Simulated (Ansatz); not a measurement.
This was printed by a script on Ansatz 0.2.0, Python API, for a projected density of states of Ge, space group Fmmm. What did the script look like? Settings: r2SCAN, PAW, the default cutoff (500 eV here), 7×7×7 k-points, Gaussian smearing of 0.15 eV.

```xyz
4
Lattice="0.0000 2.8857 5.1157 2.6305 0.0000 5.1157 2.6305 2.8857 0.0000" Properties=species:S:1:pos:R:3 pbc="T T T"
Ge    2.6305    2.8857    7.9995
Ge    2.6305    2.8857    2.2318
Ge    2.6305    1.5786    5.1157
Ge    2.6305    4.1929    5.1157
```

```console
$ python pdos_ge.py
states by shell in windows of E - E_F (eV): [(-6, -3), (-3, 0), (0, 4)]
Ge 4S       0.827    0.626    1.098
Ge 4P       2.523    4.842    5.144
Ge 3D       0.003    0.005    0.005
centre of Ge 4S: -3.23 eV
centre of Ge 4P: -2.42 eV
```

One script that gives this output:

Script `pdos_ge.py`:
```python
"""Which atoms and shells make the states of Ge."""

from dataclasses import dataclass
import sys
import warnings

import ansatz as az
import numpy as np
from pymatgen.core import Lattice, Structure
from pymatgen.io.ase import AseAtomsAdaptor


@dataclass
class Settings:
    occupations: str = "gaussian"
    sigma: float = 0.15
    functional: str = "r2scan"
    extra_bands: int = 14


settings = Settings()

warnings.simplefilter("ignore", az.DeckWarning)

pmg_structure = Structure(
    Lattice([(0.0, 2.88574, 5.115665), (2.630497, 0.0, 5.115665), (2.630497, 2.88574, 0.0)]),
    ["Ge", "Ge", "Ge", "Ge"],
    [
        (0.781867, 0.781867, 0.218133),
        (0.218133, 0.218133, 0.781867),
        (0.27351, 0.72649, 0.27351),
        (0.72649, 0.27351, 0.72649),
    ],
)
ge = az.Crystal.from_ase(AseAtomsAdaptor.get_atoms(pmg_structure))

setup = ge.calculation()
setup = setup.kpoints(7).occupations(settings.occupations, width=settings.sigma)
setup = setup.functional(settings.functional)
setup = setup.scf(extra_bands=settings.extra_bands).density_of_states(projected=True, energy_step=0.05)
try:
    out = setup.run()
except az.NonConvergedError as error:
    sys.exit(f"no convergence: {error}")
except az.RefusalError as error:
    sys.exit(f"input refused: {error}")
data = out.report

dos = out.density_of_states()
energy = np.asarray(dos.energies_ev) - dos.fermi_ev
curves = {}
for site in out.projected_density_of_states().sites:
    for shell in site.shells:
        weight = sum(np.sum(curve.g_bin_mean_per_ev, axis=0) for curve in shell.curves)
        name = f"{site.species} {shell.label}"
        curves[name] = curves.get(name, 0) + weight

step = energy[1] - energy[0]
windows = [(-6, -3), (-3, 0), (0, 4)]
print("states by shell in windows of E - E_F (eV):", windows)
for name, g in curves.items():
    print(f"{name:8s}", " ".join(f"{step * g[(energy >= a) & (energy < b)].sum():8.3f}" for a, b in windows))
filled = (energy < 0) & (energy > -6)
for name, g in curves.items():
    if g[filled].sum() * step > 0.5:
        print(f"centre of {name}: {np.average(energy[filled], weights=g[filled]):.2f} eV")
```

What to keep in mind:
- For a metal this k-point mesh is coarse: on a finer one energies can move by several to tens of meV an atom and pressures by half a GPa or more, differences at one mesh by less.
- This isn't the structure that Ge takes at ambient conditions.
- Curves are summed over the cell's atoms. Only shells that the potentials hold have channels, so projections don't add up to the total, least of all where a shell is missing (p of most metals); heights and places of peaks move with the mesh.
- The density of states is complete only as far up as bands were computed.
- A band centre counts only the states inside the window taken.
- The whole script took 17 s on 1 thread of Intel(R) Xeon(R) Processor @ 2.30GHz, on a shared host, peak memory 0.89 GiB.
